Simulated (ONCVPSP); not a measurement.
# Ga: generating and testing an ONCV potential

Aim: build the potential from the settings below, then test how well it stands in for the atom: other configurations, scattering, ghost states and the plane-wave cutoff that it needs.

Method: ONCVPSP 4.0.1.1 (patched build), PBEsol, scalar-relativistic.

### 1 The atom and the settings

The settings as typed:

- element: gallium (Ga, Z = 31)
- type: optimised norm-conserving Vanderbilt (ONCV)
- frozen core: [Ar]
- valence charge: 13
- reference configuration: 3d10 4s2 4p1
- partial waves: 4s: rc 1.75 bohr, ncon 3, nbas 7, qcut 3.1 1/bohr, 3 projectors, debl 2.3 Ha; 4p: rc 1.90 bohr, ncon 4, nbas 7, qcut 5.1 1/bohr, 2 projectors, debl 1.1 Ha; 3d: rc 0.80 bohr, ncon 3, nbas 8, qcut 23.2 1/bohr, local
- local potential: the d channel
- core correction: not asked for

The outer shells as boxes (Hund's rule for the drawing; the calculation is spin-unpolarised):

```
[Ar] core
3d [↑↓][↑↓][↑↓][↑↓][↑↓]
4s [↑↓]
4p [↑ ][  ][  ]
```

### 2 Generation

Contents of Ga.dat:

```
# ATOM AND REFERENCE CONFIGURATION
# atsym  z   nc   nv     iexc    psfile
  Ga 31.00    5    3  -116133      upf
#
#   n    l    f
    1    0    2.00
    2    0    2.00
    2    1    6.00
    3    0    2.00
    3    1    6.00
    3    2   10.00
    4    0    2.00
    4    1    1.00
#
# PSEUDOPOTENTIAL AND OPTIMIZATION
# lmax
    2
#
#   l,   rc,      ep,       ncon, nbas, qcut
    0    1.75    0.00    3    7    3.10
    1    1.90    0.00    4    7    5.10
    2    0.80    0.00    3    8   23.20
#
# LOCAL POTENTIAL
# lloc, lpopt,  rc(5),   dvloc0
    2    5    0.80    0.00
#
# VANDERBILT-KLEINMAN-BYLANDER PROJECTORs
# l, nproj, debl
    0    3    2.30
    1    2    1.10
    2    0    0.60
#
# MODEL CORE CHARGE
# icmod, fcfact, rcfact
    0    0.00    0.00
#
# LOG DERIVATIVE ANALYSIS
# epsh1, epsh2, depsh
   -2.00    5.00    0.02
#
# OUTPUT GRID
# rlmax, drl
    6.00    0.01
#
# TEST CONFIGURATIONS
# ncnf
    4
# nvcnf
#   n    l    f
    3
    3    2   10.00
    4    0    2.00
    4    1    0.00
#
    3
    3    2   10.00
    4    0    1.00
    4    1    0.00
#
    3
    3    2   10.00
    4    0    0.00
    4    1    0.00
#
    3
    3    2    9.00
    4    0    2.00
    4    1    2.00
#
```

Run with:

```console
$ oncvpsp.x < Ga.dat > Ga.out
```

What does the calculation give? Wanted: cutoffs for 1 and 0.1 mHa per electron, occupied waves; bound ghosts; GHOST(+) flags; largest test error; largest phase difference near zero energy, channels read.

As calculated:

| quantity | value |
| --- | --- |
| cutoffs for 1 and 0.1 mHa per electron, occupied waves | 173 Ha and 200 Ha |
| bound ghosts | s at -381.73 eV, p at -220.59 eV |
| GHOST(+) flags | s at 221 eV |
| largest test error (AE − PS) | -291 meV, for 3d9 4s2 4p2 (1 test unsolved) |
| largest phase difference near zero energy, channels read | 0.001 rad |

**Reading.** It has a bound ghost (s, p), a state that the atom doesn't have, and that rules the file out. By total energies transferability is poor: the largest error is 291 meV on 20.3 eV, for 3d9 4s2 4p2. Of the tests 1 gave no usable energy difference, which is a warning in itself. It counts as very hard, with 173 Ha needed at the looser tolerance. At the looser tolerance the 3d wave is the slowest; 4s needs 18 Ha. Near zero energy the phases of the channels with partial waves agree within 0.001 rad. The program also flags highly localised states, GHOST(+) (s). These are tests on the free atom; a crystal test is still owed.
